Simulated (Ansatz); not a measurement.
# C8H20InN: a ladder of functionals and wavefunction methods

An exercise on one series of results from a longer session: the logs are not shown, and one member is left open.

The runs use Ansatz 0.2.0, Gaussian basis; functionals in def2-TZVPP, the program's frozen cores in correlated methods.

The runs, in order: LDA (SPW92), PBE-D4, revPBE-D4, BLYP-D4, r2SCAN-D4, B97M-V, PBE0-D4, B3LYP-D4, r2SCANh-D4, r2SCAN0-D4, HSE06-D4, BHLYP-D4, CAM-B3LYP-D4, LC-ωPBE, ωB97X-V, ωB97M-V, B2PLYP, PBE-QIDH; CCSD(T)/def2-SVP; CCSD(T)/def2-TZVPP; MP2/def2-QZVPP; extrapolation to the limit; RPA on PBE.

## Structure used throughout

All runs share one geometry, relaxed beforehand with PBE0-D4 in a triple-zeta def2 set. In takes the def2 core potential; no spin-orbit term is included.

SMILES `C[CH](C)[In]([CH](C)C)[N](C)C`, 30 atoms, charge 0, spin multiplicity 1.

Atoms are counted from 1 here; the program's logs count them from 0.

Bond lengths: C1–C2 1.524 Å, C1–H11 1.098 Å, C1–H12 1.093 Å, C1–H13 1.095 Å, C2–C3 1.522 Å, C2–In4 2.180 Å, C2–H14 1.096 Å, C3–H15 1.098 Å, C3–H16 1.094 Å, C3–H17 1.093 Å, In4–C5 2.180 Å, In4–N8 2.040 Å, C5–C6 1.522 Å, C5–C7 1.524 Å, C5–H18 1.096 Å, C6–H19 1.093 Å, C6–H20 1.098 Å, C6–H21 1.094 Å and more. Angles: C2–C1–H11 110.8°, C2–C1–H12 112.5°, C2–C1–H13 111.7°, H11–C1–H12 107.4°, H11–C1–H13 106.6°, H12–C1–H13 107.4°, C1–C2–C3 111.4°, C1–C2–In4 110.7°, C1–C2–H14 108.4°, C3–C2–In4 112.7°, C3–C2–H14 108.7°, In4–C2–H14 104.7°, C2–C3–H15 111.0°, C2–C3–H16 111.7°, C2–C3–H17 112.5°, H15–C3–H16 106.9°, H15–C3–H17 107.3°, H16–C3–H17 107.3° and more.

Set-up of the first run:

in.yaml reads:

```yaml
crystal:
  periodic: [false, false, false]
  atoms:
    - {symbol: C, position_ang: [-1.863524, -2.410127, -0.268699]}
    - {symbol: C, position_ang: [-1.261589, -1.542068, 0.829525]}
    - {symbol: C, position_ang: [-2.342213, -0.950814, 1.723514]}
    - {symbol: In, position_ang: [0.050187, -0.023442, -0.021889]}
    - {symbol: C, position_ang: [-0.087578, 2.136430, -0.282448]}
    - {symbol: C, position_ang: [-1.511999, 2.655943, -0.150130]}
    - {symbol: C, position_ang: [0.856319, 2.854732, 0.674159]}
    - {symbol: N, position_ang: [1.798884, -0.796179, -0.733879]}
    - {symbol: C, position_ang: [2.163211, -2.181128, -0.632133]}
    - {symbol: C, position_ang: [2.809885, -0.016976, -1.390987]}
    - {symbol: H, position_ang: [-2.479375, -3.211985, 0.160360]}
    - {symbol: H, position_ang: [-1.101321, -2.882810, -0.893897]}
    - {symbol: H, position_ang: [-2.517413, -1.832183, -0.930087]}
    - {symbol: H, position_ang: [-0.602631, -2.167953, 1.442064]}
    - {symbol: H, position_ang: [-2.968608, -1.741489, 2.158031]}
    - {symbol: H, position_ang: [-3.010352, -0.287082, 1.165979]}
    - {symbol: H, position_ang: [-1.927794, -0.372204, 2.553596]}
    - {symbol: H, position_ang: [0.257665, 2.315372, -1.307089]}
    - {symbol: H, position_ang: [-2.193441, 2.194972, -0.870311]}
    - {symbol: H, position_ang: [-1.550954, 3.741408, -0.313082]}
    - {symbol: H, position_ang: [-1.919670, 2.470151, 0.848386]}
    - {symbol: H, position_ang: [1.893995, 2.529667, 0.561001]}
    - {symbol: H, position_ang: [0.574676, 2.693146, 1.719874]}
    - {symbol: H, position_ang: [0.832192, 3.939815, 0.505940]}
    - {symbol: H, position_ang: [1.386193, -2.756692, -0.122122]}
    - {symbol: H, position_ang: [3.100406, -2.323034, -0.068143]}
    - {symbol: H, position_ang: [2.320169, -2.642788, -1.621553]}
    - {symbol: H, position_ang: [2.510112, 1.031335, -1.470551]}
    - {symbol: H, position_ang: [3.772173, -0.045117, -0.852428]}
    - {symbol: H, position_ang: [3.012385, -0.378898, -2.413002]}
basis:
  gaussian: {orbitals: def2-TZVPP}
hamiltonian: {xc: lda}
output: {orbitals: {seedname: orbitals}}
```

Among the steps run: LDA; PBE-D4 (GGA); revPBE-D4 (GGA); BLYP-D4 (GGA); r2SCAN-D4 (meta-GGA); B97M-V (meta-GGA); PBE0-D4 (hybrid); B3LYP-D4 (hybrid); r2SCANh-D4 (hybrid); r2SCAN0-D4 (hybrid); HSE06-D4 (hybrid); BHLYP-D4 (hybrid); CAM-B3LYP-D4 (range-separated); LC-ωPBE (range-separated); ωB97X-V (range-separated); ωB97M-V (range-separated); B2PLYP (double hybrid); PBE-QIDH (double hybrid).

One table of the session follows, with a row left open; its other results are not shown here.

It belongs to the step «Orbital energies across the functionals». 

```
  functional  HOMO (eV)  gap (eV)
 LDA (SPW92)      -4.60      2.99
      PBE-D4      -4.43      3.08
   revPBE-D4      -4.35      3.14
     BLYP-D4      -4.34      3.05
   r2SCAN-D4      -4.61      3.49
      B97M-V          ?         ?
     PBE0-D4      -5.57      4.91
    B3LYP-D4      -5.41      4.49
  r2SCANh-D4      -5.05      4.17
  r2SCAN0-D4      -5.72      5.19
    HSE06-D4      -5.18      4.16
    BHLYP-D4      -6.72      6.67
CAM-B3LYP-D4      -6.93      7.03
     LC-ωPBE      -8.21      9.40
     ωB97X-V      -7.91      8.89
     ωB97M-V      -7.86      8.48
```

**Question.** Estimate the row for B97M-V.

**Answer.** HOMO (eV): -4.75; gap (eV): 3.32. In the column «HOMO (eV)» it lies between r2SCANh-D4 (-5.05) and r2SCAN-D4 (-4.61).
